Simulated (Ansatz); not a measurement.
Consider a scan of ordered alloys across composition of Ag-Au mixtures (the Ansatz DFT code, driven from Python).

`alloy.py`
```python
"""Mixing of Ag and Au on the fcc lattice, after relaxing cells and atoms."""

from collections import Counter
import csv
import logging
import sys
import warnings

import ansatz as az
import numpy as np

logging.basicConfig(stream=sys.stdout, format="%(levelname)s:%(name)s:%(message)s")
logger = logging.getLogger("ag")
logger.setLevel(logging.INFO)

XC = "LDA"
MAX_ITERATIONS = 50
K_SPACING = 0.27
SMEARING = "cold"
SIGMA = 0.1


def fcc(A, a):
    return (
        az.Lattice.fcc(a)
        .space_group(225)
        .atom(A, [0, 0, 0])
        .primitive()
    )

A_FIRST, A_LAST = 4.09, 4.07


def solve(name, crystal):
    calc = (
        crystal.calculation()
        .functional(XC)
        .basis(38 * az.Ry)
        .scf(max_iterations=MAX_ITERATIONS)
        .kpoints(spacing=K_SPACING)
        .occupations(SMEARING, width=SIGMA)
        .band_table()
    )
    calc = calc.relax(force_tolerance=0.03, max_steps=30, cell=True)
    return calc.run()

def relaxed_twice(name, crystal):
    # the second pass draws mesh and plane waves anew for the relaxed cell
    first = solve(name, crystal)
    again = az.Crystal(lattice=az.Lattice.of(first.lattice.cell_ang))
    for site in first.report["lattice"]["sites"]:
        again = again.atom(site["symbol"], site["position_frac"])
    return solve(name, again)


def volume_per_atom(outcome):
    return abs(np.linalg.det(outcome.lattice.cell_ang)) / len(outcome.lattice.sites)


def counts(outcome):
    return Counter(site.symbol for site in outcome.lattice.sites)


def main() -> None:
    warnings.simplefilter("ignore", az.DeckWarning)

    # ordered cells: the first k mixed sites take the second element
    phases = {}
    for k in range(4 + 1):
        a = A_FIRST + (A_LAST - A_FIRST) * k / 4
        cell = fcc("Ag", a).conventional().resolved()
        sites = [site.position for site in cell.sites if site.symbol == "Ag"]
        for position in sites[:k]:
            cell = cell.substitution("Au", at=position, replaces="Ag")
        phases[f"Ag{4 - k}Au{k}"] = cell.resolved()

    done = {}
    for name, crystal in phases.items():
        done[name] = relaxed_twice(name, crystal)
        logger.info(f"{name}: {done[name].report['energy_sigma0_ev']:.4f} eV, {len(done[name].lattice.sites)} atoms")

    # mixing quantities against the straight line between the end members, both on this lattice
    x = {name: counts(o)["Au"] / (counts(o)["Ag"] + counts(o)["Au"]) for name, o in done.items()}
    first, last = min(x, key=x.get), max(x, key=x.get)
    energy = {name: o.report["energy_sigma0_ev"] / len(o.lattice.sites) for name, o in done.items()}
    volume = {name: volume_per_atom(o) for name, o in done.items()}
    rows = []
    for name in sorted(done, key=x.get):
        line = lambda table: (1 - x[name]) * table[first] + x[name] * table[last]
        rows.append((name, x[name], 1000 * (energy[name] - line(energy)), volume[name], 100 * (volume[name] / line(volume) - 1)))
    with open("alloy.csv", "w", newline="") as handle:
        writer = csv.writer(handle)
        writer.writerow(["cell", "x(Au)", "E_mix (meV/atom)", "V (A^3/atom)", "excess V (%)"])
        writer.writerows([round(v, 4) if isinstance(v, float) else v for v in row] for row in rows)
    print(open("alloy.csv").read())
    # a fit of these few cells to Omega x(1 - x); small periodic cells, not a random solution
    shape = np.array([row[1] * (1 - row[1]) for row in rows])
    print("Omega =", round(float(shape @ [row[2] for row in rows] / (shape @ shape)), 1), "meV/atom")


if __name__ == "__main__":
    main()
```

Do these ordered cells favour mixing or separation, and does the volume follow a straight line between the end members?

Mixing energies: -44 meV an atom at x(Au) = 0.25 (volume -0.3 % off the straight line), -61 meV an atom at x(Au) = 0.50 (volume -0.4 % off the straight line) and -45 meV an atom at x(Au) = 0.75 (volume -0.3 % off the straight line). All are negative, so these cells are favoured over the separated end members on this lattice.

The run itself:

```console
$ python alloy.py
INFO:ag:Ag4Au0: -29832.5876 eV, 4 atoms
INFO:ag:Ag3Au1: -35239.5641 eV, 4 atoms
INFO:ag:Ag2Au2: -40646.4332 eV, 4 atoms
INFO:ag:Ag1Au3: -46053.1728 eV, 4 atoms
INFO:ag:Ag0Au4: -51459.7938 eV, 4 atoms
cell,x(Au),E_mix (meV/atom),V (A^3/atom),excess V (%)
Ag4Au0,0.0,0.0,16.0254,0.0
Ag3Au1,0.25,-43.751,16.1235,-0.2835
Ag2Au2,0.5,-60.6228,16.2529,-0.3702
Ag1Au3,0.75,-45.1497,16.4053,-0.3152
Ag0Au4,1.0,0.0,16.6011,0.0

Omega = -239.6 meV/atom
```

What to keep in mind:
- Total energies depend on the potentials; only differences at equal settings carry meaning.
- For the metals among these phases the mesh is modest: differences between phases can be off by up to 40 meV an atom.
- Spin-orbit coupling, which matters for elements this heavy, is left out.
- These are small ordered cells, with both end members on the same lattice, which need not be their own; they aren't random solutions. Differences under about 40 meV an atom lie within the error of mesh and functional.
- The cells are prototypes set up for this calculation and needn't exist.
- Finished in 120 s on 1 thread of Intel(R) Xeon(R) Platinum 8488C (Sapphire Rapids), with other jobs on the host, peak memory 0.53 GiB.

(Lines on the test bed's own set-up are left out of the output.)
